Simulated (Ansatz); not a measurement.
**Ga2SbP: a single-point run**

The task is a single-point run on Ga2SbP. The structure is shown as the input types it. The cell is built on a prototype (ordering on zincblende) and needn't be the phase found in nature.

Computed with Ansatz 0.2.0 (density functional or hybrid calculation with the settings of its input, plane waves (as first typed), unless a step's input says otherwise).

2 further runs of the same task are left out: 2 that didn't finish.

### Step 1. Starting point

It takes space group P-4m2 (No. 115, tetragonal). The conventional cell has a = 4.093 Å, b = 4.093 Å, c = 5.803 Å, α = 90.00°, β = 90.00°, γ = 90.00°. P (site symmetry -4m2) is surrounded by 4 Ga at 2.42 Å. Ga (site symmetry 2mm) has 2 P at 2.42 Å and 2 Sb at 2.60 Å as nearest neighbours. Sb (site symmetry -4m2) has 4 Ga at 2.60 Å as nearest neighbours.

Structure file:

```
P Ga Sb
1.0
     4.09262    0.00000    0.00000
     0.00000    4.09262    0.00000
     0.00000    0.00000    5.80349
P Ga Sb
1 2 1
Direct
  0.00000 0.00000 0.00000
  0.00000 0.50000 0.77597
  0.50000 0.00000 0.22403
  0.50000 0.50000 0.50000
```

### Step 2. Running it

The input, input.yaml:

```yaml
crystal:
  lattice:
    - [4.0926218747, 0.0, 0.0]
    - [0.0, 4.0926218747, 0.0]
    - [0.0, 0.0, 5.8034925813]
  atoms:
    - { symbol: P, position: [0.0, 0.0, 0.0] }
    - { symbol: Ga, position: [0.0, 0.5, 0.7759653733] }
    - { symbol: Sb, position: [0.5, 0.5, 0.5] }
    - { symbol: Ga, position: [0.5, 0.0, 0.2240346267] }
kpoints:
  mp_grid: { grid: [4, 4, 4] }
hamiltonian:
  xc: pbe
scf:
  occupations: { method: fermi_dirac, width: 0.02 }
  n_extra_bands: 5
output:
  forces: true
  stress: true
  eigenvalues: true
magnetization:
  spin_orbit: true
```

Started as:

```console
ansatz run input.yaml --threads 4 --pin off --max-ram 3686MiB --backend cpu --events-out ev --progress --plain --runs-dir out
```

What happens when this is run?

The run ended at the input check. It says: «inconsistent input (magnetization.spin_orbit, magnetization.noncollinear): true requires noncollinear: true — spin–orbit coupling acts on 2-spinor wavefunctions; set both flags»

The suspect setting: magnetization.spin_orbit is true. Spin-orbit coupling was asked of a set-up that can't carry it.

Remedy: delete magnetization.spin_orbit (the default then holds).
